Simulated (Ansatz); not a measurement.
# C2H4BClO: the cost of one run

Method: RHF/6-31G*, in Ansatz 0.2.0.

**1. Starting point**

Bond lengths: B1–C2 1.525 Å, C2–Cl3 1.773 Å, C2–C4 1.396 Å, C4–O5 1.347 Å, B1–H6 1.254 Å, B1–H7 1.162 Å, C4–H8 1.080 Å, O5–H9 0.963 Å. Angles: B1–C2–Cl3 118.6°, B1–C2–C4 120.1°, Cl3–C2–C4 121.3°, C2–B1–H6 118.4°, C2–B1–H7 124.4°, H6–B1–H7 117.1°, C2–C4–O5 122.7°, C2–C4–H8 116.4°, O5–C4–H8 120.8°, C4–O5–H9 123.9°.

Structure file:

```xyz
9

B    -1.4437    0.3470    0.6312
C    -0.2187    0.1580   -0.2577
Cl   -0.2913    0.7255   -1.9358
C     0.9356   -0.4345    0.2571
O     2.0247   -0.6810   -0.4970
H    -2.4387    0.9430    0.1557
H    -1.4970    0.0379    1.7500
H     0.8898   -0.7617    1.2852
H     2.1277   -0.3805   -1.4058
```

**2. Relaxing end A**

File input.yaml:

```yaml
crystal:
  periodic: [false, false, false]
  atoms:
    - { symbol: B, position_ang: [-1.4437, 0.347, 0.6312] }
    - { symbol: C, position_ang: [-0.2187, 0.158, -0.2577] }
    - { symbol: Cl, position_ang: [-0.2913, 0.7255, -1.9358] }
    - { symbol: C, position_ang: [0.9356, -0.4345, 0.2571] }
    - { symbol: O, position_ang: [2.0247, -0.681, -0.497] }
    - { symbol: H, position_ang: [-2.4387, 0.943, 0.1557] }
    - { symbol: H, position_ang: [-1.497, 0.0379, 1.75] }
    - { symbol: H, position_ang: [0.8898, -0.7617, 1.2852] }
    - { symbol: H, position_ang: [2.1277, -0.3805, -1.4058] }
basis:
  gaussian: { orbitals: "6-31G*" }
hamiltonian:
  xc: hf
relax:
  f_tol: 0.015
  max_steps: 40
```

Command:

```console
ansatz run input.yaml --threads 1 --pin off --max-ram 2048MiB --backend cpu --events-out ev --progress --plain --runs-dir out
```

Q: Estimate wall time and peak memory on 1 thread of Intel Xeon Platinum 8488C (Sapphire Rapids), shared host.

About 17 s, with a peak of 0.17 GiB.
